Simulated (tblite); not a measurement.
# C7H13Al: the cost of one run

Computed with tblite 0.8.0 and PySCF 2.14.0, with density-fitted response routines of our own, on a single molecule, in the gas phase or a continuum. Atoms count from 0, in the outputs and in this text.

**1. Starting geometry**

21 atoms, charge 0, multiplicity 1; geometry from: force field or distance geometry start.

Bonds of the start (Å): C0–C1 1.21, C1–Al2 1.96, Al2–C3 2.02, C3–C4 1.51, C3–C5 1.53, C3–C6 1.49, C6–C7 1.51, C0–H8 1.06, Al2–H9 1.60, C4–H10 1.12, C4–H11 1.11, C4–H12 1.11, C5–H13 1.12, C5–H14 1.12, C5–H15 1.08, C6–H16 1.11, C6–H17 1.12, C7–H18 1.11, C7–H19 1.11, C7–H20 1.09.

**2. Relaxing the molecule with GFN2-xTB**

Job settings and geometry (Å):

```
{"job": {"kind": "relax", "xc": "GFN2-xTB", "basis": "xTB"}, "charge": 0, "multiplicity": 1}
C      3.413200     2.166300    -0.451200
C      2.469600     1.666700     0.124000
Al     0.976300     0.819200     1.073200
C     -0.123100    -0.539900     0.070200
C      0.803600    -1.402300    -0.752200
C     -0.780700    -1.426600     1.122500
C     -1.098100     0.104600    -0.848900
C     -2.094900     1.015700    -0.173400
H      4.218400     2.616800    -0.964900
H      1.029700     0.771900     2.669900
H      1.172100    -0.739700    -1.576100
H      0.180400    -2.198500    -1.203000
H      1.647400    -1.799100    -0.155200
H      0.050000    -1.972100     1.644500
H     -1.268700    -0.789900     1.898600
H     -1.417600    -2.180400     0.677200
H     -1.608300    -0.670300    -1.461800
H     -0.504600     0.737800    -1.554500
H     -2.218900     1.902600    -0.830000
H     -3.095500     0.542300    -0.101800
H     -1.759100     1.391900     0.792300
```

Started as:

```
$ OMP_NUM_THREADS=1 python probes_run.py task.json out
```

One launch serves the whole session: the jobs run in the order shown.

Q: Estimate the wall time and peak memory of this first job on 1 thread of Arm Neoverse V1, shared host.

About 1.3 s, with a peak of 0.18 GiB.
